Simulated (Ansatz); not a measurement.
# Li (Lithium): how the settings move a relaxation

How sensitive is a relaxation of Li (Lithium) to its settings? A reference run comes first, then one run with altered input.

Method: reference: DFT, r2SCAN, PAW with Ansatz's default frozen-core files, scalar-relativistic; relaxation of cell and atoms, in Ansatz 0.2.0.

1 further run of the same task is left out (set aside as unsound or not needed). Runs told in other sessions of the task aren't counted.

## 1. The structure to begin with

It takes space group Im-3m (No. 229, cubic). Conventional cell: a = 3.509 Å, b = 3.509 Å, c = 3.509 Å, α = 90.00°, β = 90.00°, γ = 90.00°. Around Li (site symmetry m-3m) lie 8 Li at 3.04 Å.

Structure file:

```
Li
1.0
    -1.75465    1.75465    1.75465
     1.75465   -1.75465    1.75465
     1.75465    1.75465   -1.75465
Li
1
Direct
  0.00000 0.00000 0.00000
```

## 2. Reference

File input.yaml:

```yaml
crystal:
  lattice:
    - [-1.75465, 1.75465, 1.75465]
    - [1.75465, -1.75465, 1.75465]
    - [1.75465, 1.75465, -1.75465]
  atoms:
    - { symbol: Li, position: [0.0, 0.0, 0.0] }
kpoints:
  mp_grid: { grid: [20, 20, 20] }
scf:
  occupations: { method: fermi_dirac, width: 0.08 }
hamiltonian:
  xc: r2scan
  pseudopotentials: { kind: paw }
relax:
  f_tol: 0.002
  max_steps: 80
  cell: {}
output:
  forces: true
  stress: true
```

The run is started by

```
> ansatz run input.yaml --threads 1 --pin off --max-ram 2560MiB --backend cpu --events-out ev --progress --plain --runs-dir out
```

## 3. Changing settings: dr2_threshold 1.0e-06

input.yaml: that of step 2 with these lines changed.

```diff
@@ -11,2 +11,3 @@
   occupations: { method: fermi_dirac, width: 0.08 }
+  convergence: { dr2_threshold: 1.0e-06 }
 hamiltonian:
```

Before running it: what results should come out? Wanted: for each run, ending; energy change; pressure; gap; force.

**Answer**, as computed:

```
                     run     ending  energy change  pressure (GPa)  gap (eV)  force (eV/Å)  cycles   time
               reference  converged              0             0.0      0.00          0.00      16  4.6 s
1: dr2_threshold 1.0e-06  converged   0.0 meV/atom             0.0      0.00          0.00      13  4.3 s
```

The changed convergence setting doesn't alter the result here (within 0.5 meV/atom). Cost: 13 SCF cycles against 16.
